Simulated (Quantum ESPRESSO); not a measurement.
**WS in Quantum ESPRESSO: convergence with k mesh**

Crystal: WS.

```xyz
2
Lattice="3.0079 0.0000 0.0000 0.0000 3.0079 0.0000 0.0000 0.0000 3.0079" Properties=species:S:1:pos:R:3 pbc="T T T"
W     1.4818    1.5102    1.4910
S    -0.0282   -0.0301    0.0267
```

The cell was built by a generator and needn't be a form met in nature.

The cell isn't the ideal one: atoms moved at random, drawn with an rms of 0.05 Å.

| Property | Result |
| --- | --- |
| Program | Quantum ESPRESSO 7.5 |
| Task | single point |
| Functional | PBE |
| Potentials or basis | GBRV 1.5 PBE |
| Cutoff | 762 eV |
| Density cutoff | 6095 eV |
| k mesh | 1 × 1 × 1 |
| Occupations | methfessel-paxton, width 0.1 eV |
| Spin | no spin polarisation |

These are the settings of the first run; the series varies k mesh, with any setting tied to it.

Hardware: 1 thread of Arm Neoverse V1 (shared host).

Task: The values tried are 1 × 1 × 1, 2 × 2 × 2, 4 × 4 × 4, 5 × 5 × 5, 6 × 6 × 6, 7 × 7 × 7, 8 × 8 × 8, 10 × 10 × 10, 11 × 11 × 11, loosest first. From which on does the pressure stay within 0.1 GPa of the tightest run that finished?

Result: From 10 × 10 × 10 on.

| k mesh | energy less the tightest run, at zero smearing (meV/atom) | pressure (GPa) | largest force (eV/Å) | gap on the mesh (eV) | SCF cycles | CPU time (s) | peak memory (GiB) |
| --- | --- | --- | --- | --- | --- | --- | --- |
| 1 × 1 × 1 | 3849.57 | 34.03 | 1.987 | 0.874 | 13 | 13 | 0.23 |
| 2 × 2 × 2 | 92.65 | 8.09 | 0.948 | 0.000 | 10 | 15 | 0.23 |
| 4 × 4 × 4 | 11.85 | 0.48 | 0.169 | 0.000 | 8 | 21 | 0.24 |
| 5 × 5 × 5 | 45.89 | 0.67 | 0.151 | 0.000 | 8 | 29 | 0.25 |
| 6 × 6 × 6 | -13.62 | 0.35 | 0.203 | 0.000 | 8 | 45 | 0.26 |
| 7 × 7 × 7 | 15.49 | 0.91 | 0.151 | 0.000 | 8 | 63 | 0.28 |
| 8 × 8 × 8 | 7.04 | 0.75 | 0.180 | 0.000 | 8 | 90 | 0.31 |
| 10 × 10 × 10 | 5.77 | 0.55 | 0.183 | 0.000 | 8 | 170 | 0.39 |
| 11 × 11 × 11 | 0.00 | 0.59 | 0.199 | 0.000 | 8 | 220 | 0.44 |

Against the tightest run, the gap on the mesh stays within 0.01 eV from 2 × 2 × 2 on. Not settled before the last step: the energy (to 1 meV/atom), the largest force (to 0.005 eV/Å). Meshes of other sizes hit other points, so gaps and Fermi surfaces needn't settle smoothly. The tightest run that finished is the yardstick and may itself not be fully converged.

The run has no spin-orbit coupling, so splittings on W are missing.
